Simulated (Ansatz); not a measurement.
# PbS2: a single-point run

The task is a single-point run on PbS2. The structure is shown as the input types it. The cell is built on a prototype (CdCl2 type) and needn't be the phase found in nature.

Method: density functional or hybrid calculation with the settings of its input, plane waves (as first typed), in Ansatz 0.2.0.

2 further runs of the same task are left out: 2 that didn't finish.

## Step 1: The starting structure

Symmetry: R-3m, No. 166, trigonal system. The conventional cell has a = 3.820 Å, b = 3.820 Å, c = 17.692 Å, α = 90.00°, β = 90.00°, γ = 120.00°. Pb (site symmetry -3m) has 6 S at 2.68 Å as nearest neighbours. S (site symmetry 3m) has 3 Pb at 2.68 Å as nearest neighbours.

The input asks for a charge of -0.05 e on the cell.

As a file:

```cif
data_structure
_symmetry_space_group_name_H-M 'P 1'
_symmetry_Int_Tables_number 1
_cell_length_a 6.2962
_cell_length_b 6.2962
_cell_length_c 6.2962
_cell_angle_alpha 35.316
_cell_angle_beta 35.316
_cell_angle_gamma 35.316
_cell_volume 74.52
loop_
_atom_site_label
_atom_site_type_symbol
_atom_site_fract_x
_atom_site_fract_y
_atom_site_fract_z
_atom_site_occupancy
Pb1 Pb 0.00000 0.00000 0.00000 1
S1 S 0.24725 0.24725 0.24725 1
S2 S 0.75275 0.75275 0.75275 1
```

## Step 2: The calculation

Input file input.yaml:

```yaml
crystal:
  lattice:
    - [1.9098773987, 1.1026682303, 5.8973836042]
    - [-1.9098773987, 1.1026682303, 5.8973836042]
    - [0.0, -2.2053364605, 5.8973836042]
  atoms:
    - { symbol: Pb, position: [0.0, 0.0, 0.0] }
    - { symbol: S, position: [0.2472450479, 0.2472450479, 0.2472450479] }
    - { symbol: S, position: [0.7527549521, 0.7527549521, 0.7527549521] }
kpoints:
  mp_grid: { grid: [6, 6, 6] }
hamiltonian:
  xc: pbesol
scf:
  occupations: { method: fermi_dirac, width: 0.02 }
  n_extra_bands: 4
  max_iter: 56
output:
  forces: true
  stress: true
  eigenvalues: true
total_charge: -0.05
```

Launch:

```bash
$ ansatz run input.yaml --threads 4 --pin off --max-ram 3686MiB --backend cpu --events-out ev --progress --plain --runs-dir out
```

What happens when this is run?

This run ends as converged. Convergence says nothing about whether the input makes sense.

Look at the input: total_charge is -0.05. The typed charge changes the electron count, so this is no longer the system that was meant.

The test: delete total_charge (the default then holds).
